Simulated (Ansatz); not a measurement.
Geometry optimisation, DFT r2SCAN-D3(BJ), scalar-relativistic, plane waves, PAW in Ansatz 0.2.0.

input.yaml

```yaml
accuracy: low
crystal:
  lattice:
    - [6.415069, 0.0, 0.0]
    - [0.0, 6.415069, 0.0]
    - [0.0, 0.0, 6.415069]
  atoms:
    - { symbol: H, position: [0.1624448, 0.3302465, 0.5963784] }
    - { symbol: H, position: [0.2468583, 0.2805463, 0.536304] }
    - { symbol: H, position: [0.3455538, 0.7383142, 0.7308473] }
    - { symbol: H, position: [0.2614209, 0.671519, 0.690046] }
    - { symbol: H, position: [0.6523321, 0.9874387, 0.7134339] }
    - { symbol: H, position: [0.6403273, 0.9829635, 0.5992388] }
    - { symbol: H, position: [0.3321478, 0.6789135, 0.1088143] }
    - { symbol: H, position: [0.3008772, 0.5994497, 0.0319226] }
    - { symbol: H, position: [0.4326683, 0.0347445, 0.0949248] }
    - { symbol: H, position: [0.3923527, 0.0161792, -0.0110689] }
    - { symbol: H, position: [0.9470988, 0.5582377, 0.4884913] }
    - { symbol: H, position: [1.0168982, 0.6021989, 0.4084904] }
    - { symbol: H, position: [0.9094507, 0.1557744, 0.3485634] }
    - { symbol: H, position: [0.8592357, 0.069048, 0.2923348] }
    - { symbol: H, position: [0.7160966, 0.2969102, 0.7951369] }
    - { symbol: H, position: [0.7824048, 0.2603102, 0.7087173] }
basis:
  ecutwfc: 500.0
kpoints:
  mp_grid: { grid: [1, 1, 1] }
hamiltonian:
  xc: r2scan
  dispersion: d3bj
scf:
  occupations: { method: fermi_dirac, width: 0.02 }
  lower_state_search: "off"
relax:
  f_tol: 0.3
  max_steps: 15
  adjacent_minimum: "off"
```

Command:

```bash
$ ansatz run input.yaml --threads 1 --pin off --max-ram 3072MiB --backend cpu --events-out ev --progress --plain --runs-dir out
```

Task: Where does it end, and by what steps?

Result: The run converged. The threshold is loose, so the end isn't yet a minimum. The force dipped under the threshold on the way, but the program's further checks kept it going. Limits of this set-up: coarse k mesh, low accuracy level. After 4 steps the energy has fallen by 0.405 eV; H15 moved furthest, 0.61 Å.

```
step  energy less start (eV)  largest force component (eV/Å)  accepted
   0                  0.0000                           0.315       yes
   1                 -0.2190                           0.124       yes
   2                 -0.3059                           0.088       yes
   3                 -0.3660                           0.166       yes
   4                 -0.4051                           0.173       yes
```

```xyz
16
Lattice="6.4151 0.0000 0.0000 0.0000 6.4151 0.0000 0.0000 0.0000 6.4151" Properties=species:S:1:pos:R:3
H 1.248 1.871 3.781
H 1.780 1.539 3.387
H 2.094 4.793 4.643
H 1.449 4.521 4.386
H 4.296 6.128 4.409
H 4.284 5.987 3.679
H 2.148 3.932 1.133
H 1.873 3.458 0.635
H 2.848 0.472 0.532
H 2.486 0.308 -0.095
H 5.725 3.839 3.051
H 6.242 3.906 2.521
H 5.935 0.963 1.857
H 5.598 0.432 1.466
H 4.683 2.386 5.467
H 5.034 2.057 4.903
```

Whether the end is a true minimum wasn't checked by a vibrational analysis.

Run time: 42 s on 1 thread of Arm Neoverse V1, with other jobs on the host, peak memory 0.33 GiB.
